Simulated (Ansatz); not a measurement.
I need a comparison of enthalpies under pressure of two structures of La. Use Ansatz 0.2.0 through its Python package. Settings (first run): PBEsol, norm-conserving potentials, the default cutoff (1497 eV here), 5×5×5 k-points, cold smearing of 0.1 eV.

The script, `transition_la.py`:
```python
"""Pressure at which two phases of La cross."""

import warnings

import ansatz
import numpy as np
import pandas as pd


def sc(first, a):
    return (
        ansatz.Lattice.cubic(a)
        .space_group(221)
        .atom(first, (0, 0, 0))
    )


def bcc(first, a):
    return (
        ansatz.Lattice.bcc(a)
        .space_group(229)
        .atom(first, (0, 0, 0))
        .primitive()
    )


def solve(name, crystal, pressure=0.0):
    calc = (
        crystal.calculation()
        .functional("PBEsol")
        .pseudopotentials("nc")
        .eigensolver("davidson", mixed_precision=False)
        .scf(extra_bands=8)
        .kpoints(spacing=0.39)
        .occupations("cold", width=0.1)
    )
    calc = calc.relax(force_tolerance=0.03, max_steps=60, cell=True, pressure=pressure)
    return calc.run(threads=1, backend="cpu")


def volume_per_atom(outcome):
    return abs(np.linalg.det(outcome.lattice.cell_ang)) / len(outcome.lattice.sites)


def main() -> None:
    warnings.simplefilter("ignore", ansatz.DeckWarning)

    phases = {}
    phases["sc"] = sc("La", 3.45)
    phases["bcc"] = bcc("La", 4.21)

    # H = E + PV, with 1 eV per cubic angstrom equal to 160.2 GPa
    pressures = [0, 5, 10, 20]
    enthalpy, volume = {name: [] for name in phases}, {name: [] for name in phases}
    for p in pressures:
        for name, crystal in phases.items():
            o = solve(name, crystal, pressure=p)
            volume[name].append(volume_per_atom(o))
            enthalpy[name].append(o.report["energy_sigma0_ev"] / len(o.lattice.sites) + p * volume[name][-1] / 160.21766)
    gap = np.array(enthalpy["bcc"]) - np.array(enthalpy["sc"])
    rows = [(p, va, vb, 1000 * d) for p, va, vb, d in zip(pressures, volume["sc"], volume["bcc"], gap)]
    print(pd.DataFrame(rows, columns=["P (GPa)", "V sc (A^3/atom)", "V bcc (A^3/atom)", "H(bcc) - H(sc) (meV/atom)"]).round(4).to_string(index=False))
    crossings = [p0 - g0 * (p1 - p0) / (g1 - g0) for p0, p1, g0, g1 in zip(pressures, pressures[1:], gap, gap[1:]) if g0 * g1 < 0]
    print("crossing near", [round(float(p), 1) for p in crossings], "GPa") if crossings else print("no crossing in this range")


if __name__ == "__main__":
    main()
```

```console
$ python transition_la.py
 P (GPa)  V sc (A^3/atom)  V bcc (A^3/atom)  H(bcc) - H(sc) (meV/atom)
       0          33.4570           35.8237                  -248.8804
       5          29.8839           29.7193                  -230.2318
      10          26.6295           26.7442                  -237.9394
      20          23.1332           22.9787                  -254.6037
no crossing in this range
```

Notes:
- These settings explore the input space; cutoff and mesh may be short of convergence.
- At a fixed pressure a relaxation lowers the enthalpy F + PV, while F alone can rise.
- For the metals among these phases the mesh is modest: differences between phases can be off by up to 40 meV an atom.
- Only these two structures are compared, at zero temperature and with their symmetry kept; either may be hypothetical, and another phase may be lower than both. Differences under about 40 meV an atom lie within the error of mesh and functional.
- The cells are prototypes set up for this calculation and needn't exist.
- The whole script took 75 s on 1 thread of Arm Neoverse V2, with other jobs on the host, peak memory 0.51 GiB.
